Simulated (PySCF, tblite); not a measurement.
# C4H9O2Si radical: geometry, infrared bands and EPR parameters

What infrared bands and EPR parameters should C4H9O2Si radical (`CC(=O)O[Si](C)C`) show?

Computed with tblite 0.8.0 and PySCF 2.14.0, with density-fitted response routines of our own, on a single molecule in the gas phase. Atoms count from 0, in the outputs and in this text.

## 1. The starting structure

16 atoms, charge 0, multiplicity 2; geometry from: force field or distance geometry start.

Bonds of the start (Å): C0–C1 1.52, C1–O2 1.23, C1–O3 1.38, O3–Si4 1.73, Si4–C5 1.86, Si4–C6 1.87, C0–H7 1.11, C0–H8 1.11, C0–H9 1.08, C5–H10 1.12, C5–H11 1.13, C5–H12 1.09, C6–H13 1.11, C6–H14 1.11, C6–H15 1.11.

## 2. Geometry optimisation with GFN2-xTB

The job: settings as JSON, then the geometry in Å.

```
{"job": {"kind": "relax", "xc": "GFN2-xTB", "basis": "xTB"}, "charge": 0, "multiplicity": 2}
C      2.989800    -0.080800     0.250200
C      1.489400    -0.191300     0.033700
O      1.011400    -0.605900    -1.015400
O      0.675800     0.179100     1.089500
Si    -1.054500     0.111500     1.076900
C     -1.752400    -1.403800     0.263200
C     -1.796100     1.582400     0.182100
H      3.166800    -0.392100     1.302700
H      3.265300     0.994300     0.192100
H      3.523000    -0.709300    -0.448800
H     -2.160600    -1.091000    -0.730700
H     -2.584300    -1.773700     0.926300
H     -0.998400    -2.173800     0.110700
H     -2.659700     1.257500    -0.427500
H     -1.004400     1.979100    -0.489500
H     -2.118700     2.326800     0.940500
```

Launch:

```bash
$ OMP_NUM_THREADS=1 python probes_run.py task.json out
```

This one command runs all jobs of the session in turn.

Log:

```text
step      E/eV     max force
  0    -625.50151    1.860
  1    -625.68619    1.821
  2    -625.75714    1.274
  3    -625.80156    0.534
  4    -625.84156    0.452
  5    -625.85062    0.241
  6    -625.86157    0.250
  7    -625.86869    0.259
  8    -625.87644    0.259
  9    -625.88132    0.180
 10    -625.88443    0.115
 11    -625.88647    0.140
 12    -625.88856    0.162
 13    -625.89132    0.141
 14    -625.89549    0.179
 15    -625.90159    0.226
 16    -625.90908    0.212
 17    -625.91540    0.189
 18    -625.91924    0.122
 19    -625.92157    0.100
 20    -625.92316    0.105
 21    -625.92433    0.084
 22    -625.92496    0.046
 23    -625.92525    0.044
 24    -625.92548    0.041
 25    -625.92581    0.058
 26    -625.92628    0.072
 27    -625.92680    0.061
 28    -625.92718    0.045
 29    -625.92745    0.043
 30    -625.92773    0.055
 31    -625.92808    0.077
 32    -625.92852    0.085
 33    -625.92900    0.075
 34    -625.92961    0.085
 35    -625.93060    0.112
 36    -625.93233    0.131
 37    -625.93476    0.135
 38    -625.93768    0.151
 39    -625.94068    0.131
 40    -625.94198    0.134
 41    -625.94421    0.136
 42    -625.94635    0.149
 43    -625.95087    0.159
 44    -625.95369    0.146
 45    -625.95689    0.173
 46    -625.95701    0.210
 47    -625.96068    0.105
 48    -625.96204    0.084
 49    -625.96423    0.071
 50    -625.96524    0.071
 51    -625.96635    0.073
 52    -625.96762    0.070
 53    -625.96921    0.099
 54    -625.97183    0.131
 55    -625.97365    0.098
 56    -625.97573    0.110
 57    -625.97667    0.075
 58    -625.97814    0.095
 59    -625.97919    0.120
 60    -625.98066    0.122
 61    -625.98250    0.081
 62    -625.98389    0.090
 63    -625.98567    0.093
 64    -625.98680    0.169
 65    -625.98790    0.081
 66    -625.98893    0.092
 67    -625.98969    0.069
 68    -625.99125    0.071
 69    -625.99181    0.071
 70    -625.99261    0.071
 71    -625.99303    0.060
 72    -625.99346    0.037
 73    -625.99372    0.047
 74    -625.99394    0.024
 75    -625.99403    0.018
 76    -625.99406    0.017
 77    -625.99408    0.013
 78    -625.99411    0.010
 79    -625.99413    0.012
 80    -625.99416    0.014
 81    -625.99418    0.013
 82    -625.99421    0.013
 83    -625.99425    0.014
 84    -625.99429    0.013
 85    -625.99432    0.014
 86    -625.99435    0.013
 87    -625.99437    0.012
 88    -625.99442    0.015
 89    -625.99447    0.017
 90    -625.99452    0.016
 91    -625.99456    0.016
 92    -625.99458    0.014
 93    -625.99460    0.011
 94    -625.99464    0.013
 95    -625.99468    0.015
 96    -625.99473    0.020
 97    -625.99480    0.023
 98    -625.99490    0.028
 99    -625.99509    0.037
100    -625.99537    0.048
101    -625.99567    0.047
102    -625.99585    0.027
103    -625.99591    0.012
104    -625.99593    0.009
```

Run time: 0.67 s. Hardware: 1 thread of Arm Neoverse V1, shared host.

The steps of the relaxation: (not every step is listed)

| step | energy from step 0 (eV) | largest force (eV/Å) |
| --- | --- | --- |
| 0 | 0.0000 | 1.8600 |
| 1 | -0.1847 | 1.8212 |
| 2 | -0.2556 | 1.2739 |
| 3 | -0.3000 | 0.5344 |
| 4 | -0.3400 | 0.4521 |
| 5 | -0.3491 | 0.2407 |
| 6 | -0.3601 | 0.2503 |
| 7 | -0.3672 | 0.2585 |
| 8 | -0.3749 | 0.2587 |
| 17 | -0.4139 | 0.1888 |
| 26 | -0.4248 | 0.0719 |
| 35 | -0.4291 | 0.1115 |
| 44 | -0.4522 | 0.1460 |
| 53 | -0.4677 | 0.0988 |
| 62 | -0.4824 | 0.0902 |
| 71 | -0.4915 | 0.0602 |
| 80 | -0.4926 | 0.0136 |
| 89 | -0.4930 | 0.0168 |
| 98 | -0.4934 | 0.0285 |
| 99 | -0.4936 | 0.0371 |
| 100 | -0.4939 | 0.0478 |
| 101 | -0.4942 | 0.0471 |
| 102 | -0.4943 | 0.0266 |
| 103 | -0.4944 | 0.0117 |
| 104 | -0.4944 | 0.0095 |

Distances of close pairs at the start and the end, largest changes first:

| bond | before (Å) | after (Å) | change (Å) |
| --- | --- | --- | --- |
| C1–O3 | 1.383 | 1.324 | -0.060 |
| Si4–C5 | 1.856 | 1.902 | +0.046 |
| C5–H11 | 1.126 | 1.085 | -0.041 |
| O3–Si4 | 1.732 | 1.691 | -0.041 |
| C5–H10 | 1.119 | 1.090 | -0.029 |
| Si4–C6 | 1.875 | 1.903 | +0.028 |
| C0–H7 | 1.112 | 1.086 | -0.025 |
| C6–H15 | 1.111 | 1.087 | -0.024 |

The final coordinates are the input of the step that follows.

## 3. Vibrational analysis with GFN2-xTB

The job: settings as JSON, then the geometry in Å.

```
{"job": {"kind": "ir", "xc": "GFN2-xTB", "basis": "xTB"}, "charge": 0, "multiplicity": 2}
C      2.845632    -0.010529     0.279332
C      1.371456    -0.042610    -0.028714
O      0.906108    -0.100928    -1.136099
O      0.628059     0.017585     1.064713
Si    -1.062890     0.036140     1.073772
C     -1.711423    -1.580502     0.309273
C     -1.674123     1.605965     0.189042
H      3.053521    -0.606204     1.163678
H      3.130564     1.019704     0.485945
H      3.412259    -0.373213    -0.572988
H     -1.401524    -1.639980    -0.733693
H     -2.795218    -1.626171     0.343694
H     -1.322545    -2.456353     0.822226
H     -2.758455     1.651367     0.174057
H     -1.320947     1.602035    -0.841871
H     -1.308072     2.512637     0.663704
```

Log:

```text
mode    cm-1     km/mol
  1      34.2      1.51
  2      48.9      1.33
  3      57.7      2.43
  4      99.5      3.42
  5     126.4      0.07
  6     132.9      0.37
  7     161.1      3.37
  8     215.8     11.21
  9     218.5     11.77
 10     350.4     18.62
 11     570.6      9.36
 12     581.9      6.80
 13     661.8     18.82
 14     719.9    126.90
 15     755.8     30.07
 16     796.3      5.48
 17     829.3    110.35
 18     851.4    124.67
 19     858.2     94.04
 20     946.3     50.25
 21     998.4     56.90
 22    1003.9     38.67
 23    1205.2    515.50
 24    1351.8      7.57
 25    1360.6      5.47
 26    1363.8     42.76
 27    1444.1      9.58
 28    1447.2     11.59
 29    1465.7      0.75
 30    1469.6      4.14
 31    1475.0      1.20
 32    1479.9      1.90
 33    1763.5    360.51
 34    2992.5      0.96
 35    2996.5     19.51
 36    3021.2      4.16
 37    3032.3     14.42
 38    3034.8     16.17
 39    3047.4      3.75
 40    3051.1      0.64
 41    3054.4     42.17
 42    3061.2     12.84
```

Run time: 0.51 s. Hardware: 1 thread of Arm Neoverse V1, shared host.

The strongest bands and the atoms that carry them (share of the mass-weighted mode):

| cm⁻¹ | km/mol | atoms |
| --- | --- | --- |
| 720 | 126.9 | O3 35 %, Si4 25 %, C6 10 % |
| 829 | 110.3 | H12 17 %, Si4 17 %, H15 16 %, H13 11 % |
| 851 | 124.7 | H15 20 %, H12 20 %, H13 10 % |
| 858 | 94.0 | H10 18 %, H14 18 %, H11 17 %, H13 15 % |
| 946 | 50.2 | O3 37 %, C0 23 %, O2 17 %, C1 10 % |
| 998 | 56.9 | H8 29 %, H9 24 %, C0 19 %, C1 16 % |
| 1205 | 515.5 | C1 65 %, O3 18 % |
| 1764 | 360.5 | C1 62 %, O2 36 % |

## 4. EPR parameters: B3LYP/pcH-1

Same as in step 3 but for these lines:

```diff
@@ -1,2 +1,2 @@
-{"job": {"kind": "ir", "xc": "GFN2-xTB", "basis": "xTB"}, "charge": 0, "multiplicity": 2}
+{"job": {"kind": "epr", "basis": "pcH-1"}, "charge": 0, "multiplicity": 2}
 C      2.845632    -0.010529     0.279332
```

With the program's defaults for keys left out, this is: UKS B3LYP, pcH-1 on C H O Si, non-relativistic, mean-field spin-orbit, GIAO.

Log:

```text
UKS, coarse grid
  cycle   1  E = -597.62090948  |g| = 7.94e-01
  cycle   2  E = -597.16779412  |g| = 1.36e+00
  cycle   3  E = -597.82861939  |g| = 2.64e-01
  cycle   4  E = -597.85376209  |g| = 7.69e-02
  cycle   5  E = -597.85526268  |g| = 3.30e-02
  cycle   6  E = -597.85569810  |g| = 5.27e-03
  cycle   7  E = -597.85571119  |g| = 1.16e-03
  cycle   8  E = -597.85571217  |g| = 4.30e-04
UKS, final grid
  cycle   1  E = -597.85578874  |g| = 4.84e-04
  cycle   2  E = -597.85578869  |g| = 5.88e-04
  cycle   3  E = -597.85578886  |g| = 5.52e-05
  cycle   4  E = -597.85578886  |g| = 2.25e-05
E = -597.85578886 Eh   <S^2> = 0.7510 (exact 0.7500)
g shifts (ppm)      1          2          3
  rmc          -155       -155       -155
  gc             83         11        100
  oz_so       -1189        -91       1880
  total       -1261       -235       1825
hyperfine (MHz)  atom isotope    a_iso     a_fc   dipolar eigenvalues
    0   13C       1.02       1.03     -0.45     -0.34      0.79
    1   13C      22.42      22.43     -2.29     -2.20      4.48
    2   17O       0.29       0.29     -1.04      0.18      0.86
    3   17O     -71.88     -71.83     -6.79      3.23      3.57
    4  29Si    -624.31    -625.39   -162.76     80.99     81.77
    5   13C      50.83      50.81     -6.79     -6.33     13.12
    6   13C      51.13      51.11     -6.82     -6.27     13.09
    7    1H      -0.15      -0.15     -1.03     -0.81      1.84
    8    1H      -0.13      -0.13     -0.85     -0.73      1.58
    9    1H       0.48       0.48     -0.68     -0.55      1.22
   10    1H      53.03      53.03     -4.89      0.18      4.72
   11    1H      -4.18      -4.19     -5.12     -2.30      7.42
   12    1H       0.24       0.24     -5.38     -2.71      8.09
   13    1H      -4.52      -4.53     -5.06     -2.22      7.28
   14    1H      51.90      51.90     -4.86      0.14      4.72
   15    1H       1.28       1.28     -5.41     -2.79      8.20
```

Run time: 90 s. Hardware: 1 thread of Arm Neoverse V1, shared host; peak memory 1 GiB.

Principal g values 2.00106, 2.00208, 2.00414; g(iso) = 2.00243, against 2.00232 for a free electron.

Hyperfine couplings; where a row names several nuclei, a(iso) is their mean (it holds for fast rotation or exchange) and the dipolar term the largest among them:

| nuclei | isotope | a(iso) (MHz) | a(iso) (G, at g = 2.0023) | largest dipolar term (MHz) |
| --- | --- | --- | --- | --- |
| Si4 | 29Si | -624.3 | -222.8 | -162.8 |
| O3 | 17O | -71.9 | -25.6 | -6.8 |
| C5, C6 | 13C | 51.0 | 18.2 | 13.1 |
| C1 | 13C | 22.4 | 8.0 | 4.5 |
| H10, H11, H12, H13, H14, H15 | 1H | 16.3 | 5.8 | 8.2 |
| C0 | 13C | 1.0 | 0.4 | 0.8 |
| O2 | 17O | 0.3 | 0.1 | -1.0 |
| H7, H8, H9 | 1H | 0.1 | 0.0 | 1.8 |

Mulliken spin populations:

C0 0.00; C1 0.01; O2 0.00; O3 0.00; Si4 0.90; C5 0.03; C6 0.03; H7 0.00; H8 0.00; H9 0.00; H10 0.02; H11 0.00; H12 0.00; H13 0.00; H14 0.02; H15 0.00

In first order the couplings over 0.8 MHz of 1H give 7 distinct lines over 34.9 G, if the averaged nuclei exchange fast; the same motion can average rows kept apart here too.

Orbitals, density, ELF and potential are computed afterwards from the orbital file.

ELF in a plane through or near 8 of the atoms.

Values, 10 rows by 14 columns:
```
0.00 0.00 0.00 0.00 0.00 0.00 0.00 0.00 0.00 0.00 0.00 0.00 0.00 0.00
0.00 0.00 0.00 0.00 0.00 0.00 0.00 0.00 0.06 0.03 0.00 0.00 0.00 0.00
0.00 0.00 0.00 0.00 0.00 0.00 0.00 0.63 0.99 0.86 0.11 0.03 0.00 0.00
0.00 0.00 0.02 0.19 0.05 0.00 0.01 0.10 0.86 0.60 0.97 0.85 0.00 0.00
0.00 0.00 0.15 0.91 0.61 0.18 0.59 0.23 0.87 0.81 0.62 0.28 0.00 0.00
0.00 0.00 0.11 0.69 0.50 0.37 0.74 0.62 0.33 0.41 0.04 0.00 0.00 0.00
0.00 0.00 0.60 1.00 0.77 0.04 0.21 0.08 0.82 0.66 0.95 0.68 0.00 0.00
0.00 0.00 0.01 0.22 0.03 0.00 0.00 0.54 1.00 0.81 0.58 0.29 0.00 0.00
0.00 0.00 0.00 0.00 0.00 0.00 0.00 0.22 0.93 0.50 0.03 0.00 0.00 0.00
0.00 0.00 0.00 0.00 0.00 0.00 0.00 0.00 0.00 0.00 0.00 0.00 0.00 0.00
```
The map spans 12.0 Å across and 10.2 Å up, centred on the molecule. Atoms in the plane (x, y in Å): C0 (-2.8, 0.0), C5 (1.7, 1.6), C6 (1.7, -1.6), H8 (-3.1, -1.0), H11 (2.8, 1.6), H12 (1.3, 2.5), H13 (2.8, -1.7), H15 (1.3, -2.5).

On the surface of density 0.002 e/bohr³ the electrostatic potential runs, from the 1st to the 99th percentile, from -1.61 V near O2 to 0.93 V near H8.

The spin density lies nearest to Si4 69 %.

## 5. Results

| quantity | value |
| --- | --- |
| strongest single infrared mode (GFN2-xTB) | 1205 cm⁻¹, 516 km/mol |
| zero-point energy (GFN2-xTB) | 77.4 kcal/mol |
| g(iso) (B3LYP) | 2.00243 |
| ⟨S²⟩ | 0.751 (exact 0.75) |
| largest a(iso) (averaged by class) | 29Si on Si4, -624.3 MHz |
| potential on the surface of density 0.002 e/bohr³, 1st and 99th percentile | -1.61 V and 0.93 V |

Relaxing lowered the energy by 0.494 eV in 104 steps; the close pair that moved most is C1–O3, from 1.383 to 1.324 Å. All 42 modes are real, so the xTB geometry is a minimum. The strongest single mode, at 1205 cm⁻¹, moves mainly C1. GFN2-xTB is a fitted tight-binding method: band positions and strengths are rough. Its intensities can rank the bands wrongly. Most of the unpaired spin sits on Si4 (0.90 e). The isotropic g lies 0.1 ppt above the free-electron value. The conformer search found further structures of the same energy, which may be mirror or relabelled copies of this one.
